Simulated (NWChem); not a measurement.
**KLi (Lithium Potassium): MP2/aug-pcseg-2**

Aim: the vertical ionisation energy of KLi (Lithium Potassium) at MP2/aug-pcseg-2, from 2 runs. 

The results are computed with NWChem 7.3.0.

5 further runs of the same task are left out: 5 set aside as unsound or not needed.

**1. The system as given**

KLi has 2 atoms, charge 0, and is taken as a singlet. SMILES: `[Li][K]`. The bond length is the measured one.

Bond lengths: Li1–K2 3.270 Å.

**2. A single-point energy at MP2/aug-pcseg-2**

The input, kli.nw:

```
start kli
memory 2200 mb

geometry noautosym nocenter noautoz
 Li       0.000000       0.000000       0.000000
 K        0.000000       0.000000       3.270000
end

basis spherical bse
 * library aug-pcseg-2
end

scf
 thresh 1e-08
 maxiter 80
 noprint "final vectors analysis"
end

mp2
 freeze core 5
 tight
end

task mp2 energy
```

Run with:

```bash
$ nwchem kli.nw > kli.out
```

The log of the run, cut to the lines that bear on the results:

```text
[...]
  functions       =    66
[...]
  wavefunction    = RHF
[...]
         Total SCF energy =   -606.580224078979
      One-electron energy =   -852.355855685278
      Two-electron energy =    236.551441027404
 Nuclear repulsion energy =      9.224190578894
        Time for solution =      8.5s
[...]
          Total MP2 energy          -606.763207501313
[...]
```

Wall time 11 s (1 thread of Intel Xeon 6975P-C (Granite Rapids), shared host); peak memory 0.12 GiB.

**3. The doublet cation**

The input, test.xyz:

```xyz
2
KLi mp2
Li     0.000000     0.000000     0.000000
K      0.000000     0.000000     3.270000
```

The input, test.nw:

```
start test
title "KLi mp2"
memory total 2200 mb
charge 1

geometry units angstroms noautosym nocenter noautoz
  load test.xyz
end

basis spherical bse
  * library aug-pcseg-2
end

scf
  doublet
  uhf
  thresh 1e-08
  maxiter 80
  print low
end

mp2
  freeze core 5
  tight
end

task mp2 energy
```

Run with:

```bash
$ nwchem test.nw > test.out
```

The log of the run, cut to the lines that bear on the results:

```text
[...]
  functions       =    66
[...]
  wavefunction    = UHF
[...]
         Total SCF energy =   -606.444301883679
      One electron energy =   -848.550207870173
      Two electron energy =    232.881715407600
 Nuclear repulsion energy =      9.224190578894
                       Sz =      0.5000
                 Sz(Sz+1) =      0.7500
                      S^2 =      0.7501
[...]
          Total MP2 energy          -606.604409607355
[...]
```

It took 13 s on 1 thread of Intel Xeon 6975P-C (Granite Rapids), shared host; peak memory 0.12 GiB.

**4. Outcome**

Level: MP2/aug-pcseg-2, 5 core orbitals frozen.

| quantity | value |
| --- | --- |
| singlet KLi: total energy | -606.76321 Eh |
| singlet KLi: correlation energy (5 core orbitals frozen) | -183.0 mEh |
| doublet cation: total energy | -606.60441 Eh |
| doublet cation: correlation energy (5 core orbitals frozen) | -160.1 mEh |
| doublet cation: ⟨S²⟩ of the reference determinant | 0.750 |
| vertical ionisation energy (to the doublet cation) | 4.321 eV |

Removing an electron at fixed nuclei costs 4.32 eV (100 kcal/mol).
